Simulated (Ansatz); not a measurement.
Task: a geometry optimisation of C2H6Cl2Si, SMILES C[SiH2]C(Cl)Cl, with Ansatz 0.2.0 through its Python package. Give the script and its output. Level of theory: PBE, 6-31G* basis, multiplicity 1.

```xyz
11

C    -0.9233    1.0791    0.5092
Si    0.4954   -0.0029    0.5540
C     0.5869   -1.1443   -0.8964
Cl   -0.7402   -2.1848   -0.9493
Cl    0.7570   -0.2231   -2.4099
H    -0.9533    1.7743   -0.3952
H    -0.9672    1.7832    1.3762
H    -1.8681    0.5728    0.4783
H     0.4592   -0.7547    1.8700
H     1.7308    0.8359    0.6776
H     1.4881   -1.7925   -0.7938
```

The script, `c2h6cl2si_opt.py`:
```python
import warnings

import ansatz as az
import numpy as np

warnings.simplefilter("ignore", az.DeckWarning)

molecule = (
    az.Crystal.molecule()
    .atom("C", [-0.9233, 1.0791, 0.5092])
    .atom("Si", [0.4954, -0.0029, 0.554])
    .atom("C", [0.5869, -1.1443, -0.8964])
    .atom("Cl", [-0.7402, -2.1848, -0.9493])
    .atom("Cl", [0.757, -0.2231, -2.4099])
    .atom("H", [-0.9533, 1.7743, -0.3952])
    .atom("H", [-0.9672, 1.7832, 1.3762])
    .atom("H", [-1.8681, 0.5728, 0.4783])
    .atom("H", [0.4592, -0.7547, 1.87])
    .atom("H", [1.7308, 0.8359, 0.6776])
    .atom("H", [1.4881, -1.7925, -0.7938])
)

setup = molecule.calculation().basis(gaussian="6-31G*").functional("PBE")
symbols = [site.symbol for site in molecule.cartesian_sites]
start = np.array([site.position_ang for site in molecule.cartesian_sites], dtype=float)
def progress(event):
    if event["event"] == "relax_step":
        row = event["data"]
        print(f"step {row['step']:3d}  E = {row['lagrangian_ev']:.6f} eV  max force {row['allowed_force_max_ev_ang']:.4f} eV/A")


r = setup.relax(force_tolerance=0.01).session().plan().execute(on_event=progress).report
end = np.array(r["positions_ang"])

print(f"E = {r['free_energy_ev']:.6f} eV = {r['free_energy_ev'] / 27.211386246:.7f} Ha")
print("converged:", r["converged"], " doubts:", r["published_state_doubts"] or "none")

print("bond        before    after (A)")
for i, j in [(0, 1), (0, 5), (0, 6), (0, 7), (1, 2), (1, 8), (1, 9), (2, 3), (2, 4), (2, 10)]:
    d0, d1 = (np.linalg.norm(xyz[i] - xyz[j]) for xyz in (start, end))
    print(f"{symbols[i]}{i}-{symbols[j]}{j}".ljust(10), f"{d0:8.4f} {d1:8.4f}")
for i, j, k in [(1, 0, 5), (1, 0, 6), (1, 0, 7), (5, 0, 6), (5, 0, 7), (6, 0, 7), (0, 1, 2), (0, 1, 8)]:
    u, v = end[i] - end[j], end[k] - end[j]
    print(f"angle {symbols[i]}{i}-{symbols[j]}{j}-{symbols[k]}{k}: {np.degrees(np.arccos(np.clip(u @ v / np.linalg.norm(u) / np.linalg.norm(v), -1, 1))):.2f} deg")

charges = r["charge_distribution"]
print("dipole moment", round(4.803205 * float(np.linalg.norm(charges["dipole_moment_e_ang"])), 3), "D")
print("Mulliken:", [(s, round(q, 3)) for s, q in zip(symbols, charges["mulliken_charges_e"])])
```

Output of `python c2h6cl2si_opt.py`:
```text
step   1  E = -35075.603756 eV  max force 2.9685 eV/A
step   2  E = -35075.956819 eV  max force 1.3851 eV/A
step   3  E = -35076.063529 eV  max force 0.3546 eV/A
step   4  E = -35076.062727 eV  max force 0.2325 eV/A
step   5  E = -35076.071436 eV  max force 0.0460 eV/A
step   6  E = -35076.071720 eV  max force 0.0160 eV/A
step   7  E = -35076.071755 eV  max force 0.0043 eV/A
E = -35076.071786 eV = -1289.0218627 Ha
converged: True  doubts: none
bond        before    after (A)
C0-Si1       1.7848   1.8812
C0-H5        1.1411   1.1022
C0-H6        1.1178   1.1029
C0-H7        1.0724   1.1022
Si1-C2       1.8479   1.9273
Si1-H8       1.5160   1.5008
Si1-H9       1.4984   1.5008
C2-Cl3       1.6872   1.8118
C2-Cl4       1.7800   1.8118
C2-H10       1.1148   1.0994
angle Si1-C0-H5: 110.64 deg
angle Si1-C0-H6: 110.47 deg
angle Si1-C0-H7: 110.61 deg
angle H5-C0-H6: 108.31 deg
angle H5-C0-H7: 108.42 deg
angle H6-C0-H7: 108.30 deg
angle C0-Si1-C2: 110.57 deg
angle C0-Si1-H8: 112.28 deg
dipole moment 1.704 D
Mulliken: [('C', -0.7), ('Si', 0.457), ('C', -0.527), ('Cl', -0.01), ('Cl', -0.01), ('H', 0.205), ('H', 0.194), ('H', 0.205), ('H', -0.036), ('H', -0.036), ('H', 0.259)]
```

What to keep in mind:
- Total energies depend on the basis set; only differences at equal settings carry meaning.
- The end point is the stationary point reached from this start; no frequency run checks that it is a minimum, and the basis set is modest.
- The whole script took 31 s on 1 thread of Arm Neoverse V2, on a shared host, peak memory 0.22 GiB.

(Lines on the test bed's own set-up are left out of the output.)
